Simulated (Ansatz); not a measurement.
# C2H11NSi2: the cost of one run

Method: RKS PBE0-D4/def2-SVP, in Ansatz 0.2.0.

## Step 1: The system as given

Bond lengths (14 of 15 bonds, heavy atoms first): C1–N2 1.388 Å, N2–C3 1.474 Å, C3–Si4 1.798 Å, Si4–Si5 2.375 Å, C1–H6 1.134 Å, C1–H7 1.102 Å, C1–H8 1.091 Å, N2–H9 1.067 Å, C3–H10 1.131 Å, C3–H11 1.057 Å, Si4–H12 1.483 Å, Si4–H13 1.504 Å, Si5–H14 1.446 Å, Si5–H15 1.477 Å. Angles (14 of 27 angles, heavy atoms first): C1–N2–C3 113.1°, N2–C3–Si4 115.3°, C3–Si4–Si5 107.5°, C1–N2–H9 110.6°, C3–N2–H9 112.7°, N2–C1–H6 112.8°, N2–C1–H7 114.3°, N2–C1–H8 114.8°, N2–C3–H10 103.7°, N2–C3–H11 111.5°, Si4–C3–H10 103.9°, Si4–C3–H11 114.5°, C3–Si4–H12 113.4°, C3–Si4–H13 113.7°.

Structure file:

```xyz
16

C     0.6466    1.9366   -0.4049
N     1.5513    1.0112    0.0974
C     1.2093   -0.3806   -0.2488
Si    0.0343   -1.1811    0.8525
Si   -2.0629   -1.2377   -0.2603
H     0.9680    3.0089   -0.2228
H     0.5036    1.8853   -1.4963
H    -0.3414    1.9079    0.0575
H     1.6896    1.1519    1.1457
H     2.1741   -0.9456   -0.0752
H     0.9853   -0.4805   -1.2773
H     0.3954   -2.5811    1.1804
H    -0.1912   -0.4374    2.1397
H    -1.9720   -1.9726   -1.5024
H    -2.5111    0.1389   -0.5541
H    -3.1019   -1.8469    0.6131
```

## Step 2: End point A

input.yaml reads:

```yaml
crystal:
  periodic: [false, false, false]
  atoms:
    - { symbol: C, position_ang: [0.6466, 1.9366, -0.4049] }
    - { symbol: "N", position_ang: [1.5513, 1.0112, 0.0974] }
    - { symbol: C, position_ang: [1.2093, -0.3806, -0.2488] }
    - { symbol: Si, position_ang: [0.0343, -1.1811, 0.8525] }
    - { symbol: Si, position_ang: [-2.0629, -1.2377, -0.2603] }
    - { symbol: H, position_ang: [0.968, 3.0089, -0.2228] }
    - { symbol: H, position_ang: [0.5036, 1.8853, -1.4963] }
    - { symbol: H, position_ang: [-0.3414, 1.9079, 0.0575] }
    - { symbol: H, position_ang: [1.6896, 1.1519, 1.1457] }
    - { symbol: H, position_ang: [2.1741, -0.9456, -0.0752] }
    - { symbol: H, position_ang: [0.9853, -0.4805, -1.2773] }
    - { symbol: H, position_ang: [0.3954, -2.5811, 1.1804] }
    - { symbol: H, position_ang: [-0.1912, -0.4374, 2.1397] }
    - { symbol: H, position_ang: [-1.972, -1.9726, -1.5024] }
    - { symbol: H, position_ang: [-2.5111, 0.1389, -0.5541] }
    - { symbol: H, position_ang: [-3.1019, -1.8469, 0.6131] }
basis:
  gaussian: { orbitals: def2-SVP }
hamiltonian:
  xc: pbe0
  dispersion: d4
relax:
  f_tol: 0.015
  max_steps: 40
```

Launch:

```console
> ansatz run input.yaml --threads 2 --pin off --max-ram 3072MiB --backend cpu --events-out ev --progress --plain --runs-dir out
```

Q: Estimate wall time and peak memory on 2 threads of Arm Neoverse V1, shared host.

About 1.7 min, with a peak of 0.34 GiB.
